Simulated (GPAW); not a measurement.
A run of GPAW 26.7.0 is set up as follows.

File run.py:

```python
from ase import Atoms
from ase.dft.bandgap import bandgap
from ase.io import write
from ase.units import GPa
from gpaw import GPAW, PW, setup_paths

setup_paths.insert(0, '.')

atoms = Atoms(['Ti', 'Mg', 'Mg', 'Mg', 'O', 'O', 'O', 'O'],
              cell=[[4.31365886, 0.0, 0.0],
                    [0.0, 4.31365886, 0.0],
                    [0.0, 0.0, 4.31365886]],
              scaled_positions=[[0.0, 0.0, 0.0],
                                [0.5, 0.5, 0.0],
                                [0.5, 0.0, 0.5],
                                [0.0, 0.5, 0.5],
                                [0.0, 0.5, 0.0],
                                [0.0, 0.0, 0.5],
                                [0.5, 0.5, 0.5],
                                [0.5, 0.0, 0.0]],
              pbc=True)

calc = GPAW(mode=PW(800),
            xc='PBEsol',
            kpts={'size': (6, 6, 6), 'gamma': True},
            occupations={'name': 'fermi-dirac', 'width': 0.05},
            setups={'Ti': ':d,4.0'},
            nbands=55,
            convergence={'density': 1e-05, 'energy': 1e-05},
            maxiter=150,
            txt='gpaw.txt')
atoms.calc = calc
energy = atoms.get_potential_energy()
forces = atoms.get_forces()
stress = atoms.get_stress()
calc.write('gs.gpw')
write('result.traj', atoms)
print(f'Energy: {energy:.6f} eV')
print('Forces (eV/A):')
print(forces.round(4))
print('Stress (GPa):', (stress / GPa).round(3))
print('Fermi level:', round(calc.get_fermi_level(), 4), 'eV')
print(f'Gap: {bandgap(calc)[0]:.4f} eV, direct: {bandgap(calc, direct=True)[0]:.4f} eV')

path = atoms.cell.bandpath('GXMGRX,MR', npoints=60, eps=1e-4)
bs_calc = calc.fixed_density(kpts=path, symmetry='off', nbands=78,
                             convergence={'bands': 'CBM+6.0', 'eigenstates': 1e-6}, txt='bands.txt')
bs = bs_calc.band_structure()
bs.write('bs.json')
print(f'Gap on the path: {bandgap(bs_calc)[0]:.4f} eV')
```

Potentials or basis: PAW data sets generated in the run's folder for this functional, pw.

The run is started by

```console
$ gpaw-setup -f PBEsol Mg O Ti
$ OMP_NUM_THREADS=1 python run.py
```

Task: Predict the pressure.

Result: -5.2 GPa.

Task: Estimate the band gap along the path.

Result: None (metal or under the smearing width).

Levels at the corners of the path, in eV from the Fermi level:
| point | band 29 | band 30 | band 31 | band 32 | band 33 | band 34 | band 35 | band 36 | band 37 | band 38 |
| --- | --- | --- | --- | --- | --- | --- | --- | --- | --- | --- |
| Γ | -6.31 | -5.38 | -5.38 | -5.38 | -1.06 | -1.06 | -1.06 | -1.04 | 2.01 | 2.01 |
| X | -6.03 | -6.03 | -6.03 | -6.03 | -0.88 | 0.33 | 0.33 | 1.81 | 2.04 | 2.11 |
| M | -6.78 | -6.05 | -5.85 | -5.85 | 0.36 | 0.36 | 1.02 | 2.11 | 3.77 | 3.77 |
| Γ | -6.31 | -5.38 | -5.38 | -5.38 | -1.06 | -1.06 | -1.06 | -1.04 | 2.01 | 2.01 |
| R | -6.05 | -5.90 | -5.90 | -5.90 | 1.08 | 1.08 | 1.08 | 2.03 | 2.42 | 2.42 |
| X | -6.03 | -6.03 | -6.03 | -6.03 | -0.88 | 0.33 | 0.33 | 1.81 | 2.04 | 2.11 |
| M | -6.78 | -6.05 | -5.85 | -5.85 | 0.36 | 0.36 | 1.02 | 2.11 | 3.77 | 3.77 |
| R | -6.05 | -5.90 | -5.90 | -5.90 | 1.08 | 1.08 | 1.08 | 2.03 | 2.42 | 2.42 |

Caveat: U without spin polarisation on a metal has little footing.
